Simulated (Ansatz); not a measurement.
## ZnNi3C, space group Pm-3m: a single point from a YAML input

Computed with Ansatz 0.2.0, Python API.

Contents of `znni3c.yaml`:
```yaml
crystal:
  lattice:
    - [3.766253, 0.0, 0.0]
    - [0.0, 3.766253, 0.0]
    - [0.0, 0.0, 3.766253]
  atoms:
    - { symbol: Zn, position: [0.0, 0.0, 0.0] }
    - { symbol: Ni, position: [0.0, 0.5, 0.5], spin: 1.5 }
    - { symbol: Ni, position: [0.5, 0.5, 0.0], spin: 1.5 }
    - { symbol: Ni, position: [0.5, 0.0, 0.5], spin: 1.5 }
    - { symbol: C, position: [0.5, 0.5, 0.5] }
magnetization:
  spin_polarized: true
kpoints:
  mp_grid: { kspacing: 0.3 }
hamiltonian:
  xc: r2scan
scf:
  occupations: { method: cold, width: 0.15 }
basis:
  ecutwfc: 500
output:
  forces: true
  stress: true
  eigenvalues: true
```

Script `znni3c_yaml_run.py`:
```python
import ansatz as az
import numpy as np

planned = az.Session.from_deck("znni3c.yaml").plan(threads=1, pin="off")
result = planned.execute()
summary = result.report

energy = summary["free_energy_ev"]
print("ZnNi3C: {:.6f} eV = {:.6f} Ry = {:.6f} Ha".format(energy, energy / 13.605693, energy / 27.211386))
print("Fermi level {:.4f} eV, {} k-points, {} symmetry operations".format(summary["fermi_energy_ev"], summary["n_kpoints"], summary["n_symmetry_ops"]))

sigma = summary["stress_gpa"]
voigt = [sigma[0][0], sigma[1][1], sigma[2][2], sigma[1][2], sigma[0][2], sigma[0][1]]
print("stress xx yy zz yz xz xy (GPa, compression positive):", " ".join(f"{s:.3f}" for s in voigt))
print("P =", round(10 * float(np.mean(voigt[:3])), 2), "kbar")

print("site moments (muB):", [round(m, 2) for m in summary["site_moments_mub"]])
print("electrons up, down:", [round(n, 3) for n in summary["spin_occupation_sums"]])

print("energy terms (eV)")
for term, value in summary["components"].items():
    if abs(value) > 1e-9:
        print(f"  {term:26s} {value:16.5f}")

used = summary["setup"]
print("cutoffs (eV):", used["ecut_ev"], used["ecutrho_ev"], " FFT grid:", used["fft_dense"])
print("cell volume {:.3f} A^3, {} symmetry operations".format(used["cell_volume_ang3"], used["n_sym_ops"]))
```

```console
$ python znni3c_yaml_run.py
ZnNi3C: -21113.430344 eV = -1551.808522 Ry = -775.904261 Ha
Fermi level 15.4376 eV, 20 k-points, 48 symmetry operations
stress xx yy zz yz xz xy (GPa, compression positive): -5.420 -5.420 -5.420 0.000 0.000 0.000
P = -54.2 kbar
site moments (muB): [-0.0, 0.14, 0.14, 0.14, 0.03]
electrons up, down: [35.231, 34.769]
energy terms (eV)
  e_band                           -944.90782
  e_kinetic                        1069.02973
  e_local                        -12924.72070
  e_nonlocal                       2570.65376
  e_hartree                        5442.60451
  e_xc                             -407.68639
  e_vxc                            -469.99201
  e_paw                           -6887.85107
  e_vpaw                          -2107.52821
  e_augmentation_tail                 0.00065
  e_vtau                             32.44714
  e_ewald                         -9974.35190
  e_core_change                      -1.10760
  e_smearing                         -0.00135
cutoffs (eV): 500.0 2000.0  FFT grid: [30, 30, 30]
cell volume 53.423 A^3, 48 symmetry operations
```

Caveats:
- Total energies depend on the potentials; only differences at equal settings carry meaning. A total without «per atom» is that of the cell as typed.
- The energy terms are those on the plane-wave grid, with the one-centre PAW part apart; e_band, e_vxc and e_vpaw aren't summands of the total.
- For a metal this k-point mesh is coarse: on a finer one energies can move by several to tens of meV an atom and pressures by half a GPa or more, differences at one mesh by less.
- The zero of the levels is a convention of the potentials, so an absolute Fermi energy is no work function.
- At these settings the cell as given stands under about -5 GPa, so it isn't at this functional's equilibrium volume.
- The structure comes from a database of computed cells and needn't be a stable or known phase.
- Gaps and levels are Kohn-Sham values on a finite set of k-points.
- It ran for 34 s on 1 thread of Arm Neoverse V2 (shared host), peak memory 0.61 GiB.

(Lines on the test bed's own set-up are left out of the output.)
